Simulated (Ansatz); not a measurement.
# Hf (hcp type): the cost of one run

Computed with Ansatz 0.2.0 (DFT, PBE, PAW with Ansatz's default frozen-core files, scalar-relativistic, unless a step's input says otherwise).

## Step 1: The starting structure

It takes space group P6_3/mmc (No. 194, hexagonal). The conventional cell has a = 3.180 Å, b = 3.180 Å, c = 5.152 Å, α = 90.00°, β = 90.00°, γ = 120.00°. Hf (site symmetry -6m2) has 12 Hf at 3.16 to 3.18 Å as nearest neighbours.

Coordinates:

```
CELL_PARAMETERS angstrom
3.18015 0.00000 0.00000
-1.59007 2.75409 0.00000
0.00000 0.00000 5.15184
ATOMIC_POSITIONS crystal
Hf 0.33333 0.66667 0.25000
Hf 0.66667 0.33333 0.75000
```

Atoms are numbered in the order of the input: Hf1, Hf2.

## Step 2: Bulk cell relaxed, PAW

Contents of input.yaml:

```yaml
crystal:
  lattice:
    - [3.1801497063, 0.0, 0.0]
    - [-1.5900748532, 2.7540904335, 0.0]
    - [0.0, 0.0, 5.1518425242]
  atoms:
    - { symbol: Hf, position: [0.3333333333, 0.6666666667, 0.25] }
    - { symbol: Hf, position: [0.6666666667, 0.3333333333, 0.75] }
kpoints:
  mp_grid: { grid: [16, 16, 9] }
scf:
  occupations: { method: fermi_dirac, width: 0.1 }
hamiltonian:
  xc: pbe
  pseudopotentials: { kind: paw }
output:
  forces: true
  stress: true
relax:
  f_tol: 0.005
  max_steps: 40
  cell: {}
```

The run is started by

```console
ansatz run input.yaml --threads 2 --pin off --max-ram 4096MiB --backend cpu --events-out ev --progress --plain --runs-dir out
```

Q: Estimate wall time and peak memory on 2 threads of AMD EPYC 7R43 (Zen 3), shared host.

About 29 s, with a peak of 0.5 GiB.
